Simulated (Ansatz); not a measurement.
# BH3O2S: the cost of one run

Computed with Ansatz 0.2.0, Gaussian basis. Level: PBE0-D4/def2-TZVP structures, single points in def2-TZVPP, no counterpoise correction.

Levels: SPW92, PBE-D4, BLYP-D4, r2SCAN-D4, B97M-V, PBE0-D4, B3LYP-D4, r2SCAN0-D4, BHLYP-D4, CAM-B3LYP-D4, wB97X-V, wB97M-V, B2PLYP, PBE-QIDH, RPA on PBE, Hartree-Fock, MP2, CCSD, CCSD(T).

Cores are frozen in the correlated methods. B3LYP uses VWN-RPA correlation. B2PLYP carries no dispersion term here.

94 further runs of the same task are left out: 94 set aside as unsound or not needed. Runs told in other sessions of the task aren't counted.

### 1 Where the work starts

The complex: 11 atoms, charge 0, spin multiplicity 1.

Atoms are counted from 1 here; the program's logs count them from 0.

Bond lengths: B1–S2 1.947 Å, B1–O3 1.423 Å, B1–O4 1.425 Å, B1–N6 1.650 Å, S2–H7 1.340 Å, O3–H8 0.958 Å, O4–H9 0.957 Å, H5–N6 1.014 Å, N6–H10 1.015 Å, N6–H11 1.017 Å. Angles: S2–B1–O3 115.3°, S2–B1–O4 110.8°, S2–B1–N6 105.7°, O3–B1–O4 117.9°, O3–B1–N6 101.0°, O4–B1–N6 104.1°, B1–S2–H7 96.2°, B1–O3–H8 110.6°, B1–O4–H9 111.9°, B1–N6–H5 110.4°, B1–N6–H10 109.9°, B1–N6–H11 108.7°, H5–N6–H10 109.0°, H5–N6–H11 109.6°, H10–N6–H11 109.1°.

Coordinates:

```xyz
11
BH6NO2S
B     0.1035   -0.3145    0.1179
S     1.1799   -0.4428   -1.4991
O     0.8067    0.0940    1.2854
O    -0.7795   -1.4277    0.2276
H    -1.3734    0.8979   -1.0074
N    -0.8998    0.9748   -0.1140
H     2.2354    0.2329   -1.0245
H     1.1512   -0.6661    1.7554
H    -0.4731   -2.1778   -0.2818
H    -0.3648    1.8369   -0.0959
H    -1.5862    0.9926    0.6364
```

Its parts: BH3O2S holds atoms 1, 2, 3, 4, 7, 8, 9; NH3 holds atoms 5, 6, 10, 11. Each part counts its atoms afresh in its own runs.

### 2 Relaxing BH3O2S alone

relax-a/in.yaml reads:

```yaml
crystal:
  periodic: [false, false, false]
  atoms:
    - {symbol: B, position_ang: [0.103534, -0.314474, 0.117899]}
    - {symbol: S, position_ang: [1.179930, -0.442828, -1.499109]}
    - {symbol: O, position_ang: [0.806723, 0.094040, 1.285392]}
    - {symbol: O, position_ang: [-0.779471, -1.427673, 0.227640]}
    - {symbol: H, position_ang: [2.235387, 0.232941, -1.024492]}
    - {symbol: H, position_ang: [1.151155, -0.666126, 1.755387]}
    - {symbol: H, position_ang: [-0.473062, -2.177818, -0.281818]}
basis:
  gaussian: {orbitals: def2-TZVP}
hamiltonian: {xc: pbe0, dispersion: d4}
relax: {f_tol: 0.005, max_steps: 200}
```

Started as:

```
$ ansatz run in.yaml --threads 8 --pin off --events-out ev --progress --plain --max-ram 19148MiB
```

**Question.** How long does this run take on 8 threads of Arm Neoverse V1, shared host?

About 8.5 s.
